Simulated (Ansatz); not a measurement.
# BFGaGeH₅: up Jacob's ladder to CCSD(T)

An exercise on one series of results from a longer session: the logs are not shown, and one member is left open.

Computed with Ansatz 0.2.0, Gaussian basis. Level: functionals in def2-TZVPP, the program's frozen cores in correlated methods.

The runs, in order: LDA (SPW92), PBE-D4, revPBE-D4, BLYP-D4, r2SCAN-D4, B97M-V, PBE0-D4, B3LYP-D4, r2SCANh-D4, r2SCAN0-D4, HSE06-D4, BHLYP-D4, CAM-B3LYP-D4, LC-ωPBE, ωB97X-V, ωB97M-V, B2PLYP, PBE-QIDH; CCSD(T)/def2-SVP; CCSD(T)/def2-TZVPP; MP2/def2-QZVPP; extrapolation to the limit; RPA on PBE.

### Structure used throughout

All runs share one geometry, relaxed beforehand with PBE0-D4 in a triple-zeta def2 set.

SMILES `[BH2][GeH]([F])[GaH2]`, 9 atoms, charge 0, spin multiplicity 1.

Atoms are counted from 1 here; the program's logs count them from 0.

Bond lengths: B1–Ge2 2.037 Å, B1–H5 1.195 Å, B1–H6 1.193 Å, Ge2–F3 1.762 Å, Ge2–Ga4 2.464 Å, Ge2–H7 1.548 Å, Ga4–H8 1.571 Å, Ga4–H9 1.567 Å. Angles: Ge2–B1–H5 118.6°, Ge2–B1–H6 121.7°, H5–B1–H6 119.6°, B1–Ge2–F3 110.4°, B1–Ge2–Ga4 113.9°, B1–Ge2–H7 112.0°, F3–Ge2–Ga4 107.1°, F3–Ge2–H7 104.1°, Ga4–Ge2–H7 108.8°, Ge2–Ga4–H8 118.8°, Ge2–Ga4–H9 120.1°, H8–Ga4–H9 121.1°.

As a file:

```xyz
9

B    -0.9508    1.5963    0.4267
Ge    0.6535    0.4345   -0.0465
F     1.8561    0.4962    1.2398
Ga    0.0972   -1.9389   -0.4037
H    -1.7957    1.7689   -0.4008
H    -1.1019    2.0393    1.5236
H     1.4068    0.9634   -1.2910
H    -0.8419   -2.3247   -1.6026
H     0.6766   -3.0347    0.5546
```

Set-up of the first run:

Input file in.yaml:

```yaml
crystal:
  periodic: [false, false, false]
  atoms:
    - {symbol: B, position_ang: [-0.950806, 1.596302, 0.426657]}
    - {symbol: Ge, position_ang: [0.653540, 0.434463, -0.046546]}
    - {symbol: F, position_ang: [1.856125, 0.496152, 1.239781]}
    - {symbol: Ga, position_ang: [0.097214, -1.938924, -0.403740]}
    - {symbol: H, position_ang: [-1.795725, 1.768868, -0.400804]}
    - {symbol: H, position_ang: [-1.101891, 2.039262, 1.523647]}
    - {symbol: H, position_ang: [1.406850, 0.963357, -1.290988]}
    - {symbol: H, position_ang: [-0.841887, -2.324734, -1.602587]}
    - {symbol: H, position_ang: [0.676590, -3.034746, 0.554590]}
basis:
  gaussian: {orbitals: def2-TZVPP}
hamiltonian: {xc: lda}
output: {orbitals: {seedname: orbitals}}
```

On the command line:

```sh
$ ansatz run in.yaml --threads 4 --pin off --events-out ev --progress --plain --max-ram 10444MiB
```

Among the steps run: LDA; PBE-D4 (GGA); revPBE-D4 (GGA); BLYP-D4 (GGA); r2SCAN-D4 (meta-GGA); B97M-V (meta-GGA); B3LYP-D4 (hybrid); r2SCANh-D4 (hybrid); r2SCAN0-D4 (hybrid); HSE06-D4 (hybrid); BHLYP-D4 (hybrid); CAM-B3LYP-D4 (range-separated); LC-ωPBE (range-separated); ωB97X-V (range-separated); ωB97M-V (range-separated); B2PLYP (double hybrid); PBE-QIDH (double hybrid).

One of the session's tables, all rows but one given; the rest of the session is left out.

It belongs to the step «Frontier levels by functional». 

| functional | HOMO (eV) | LUMO (eV) | gap (eV) |
| --- | --- | --- | --- |
| LDA (SPW92) | -6.53 | -3.94 | 2.58 |
| PBE-D4 | -6.38 | -3.69 | 2.69 |
| revPBE-D4 | -6.32 | -3.58 | 2.74 |
| BLYP-D4 | -6.24 | -3.55 | 2.69 |
| r2SCAN-D4 | -6.63 | -3.43 | 3.20 |
| B97M-V | -6.72 | -3.56 | 3.15 |
| PBE0-D4 | ? | ? | ? |
| B3LYP-D4 | -7.25 | -3.04 | 4.21 |
| r2SCANh-D4 | -7.02 | -3.13 | 3.89 |
| r2SCAN0-D4 | -7.61 | -2.69 | 4.92 |
| HSE06-D4 | -7.06 | -3.20 | 3.86 |
| BHLYP-D4 | -8.39 | -1.94 | 6.45 |
| CAM-B3LYP-D4 | -8.66 | -1.82 | 6.84 |
| LC-ωPBE | -9.90 | -0.66 | 9.24 |
| ωB97X-V | -9.59 | -0.79 | 8.80 |
| ωB97M-V | -9.42 | -1.01 | 8.41 |

Estimate the missing values for PBE0-D4.

As computed: HOMO (eV): -7.45; LUMO (eV): -2.83; gap (eV): 4.62. In the column «HOMO (eV)» it lies between r2SCAN0-D4 (-7.61) and B3LYP-D4 (-7.25).
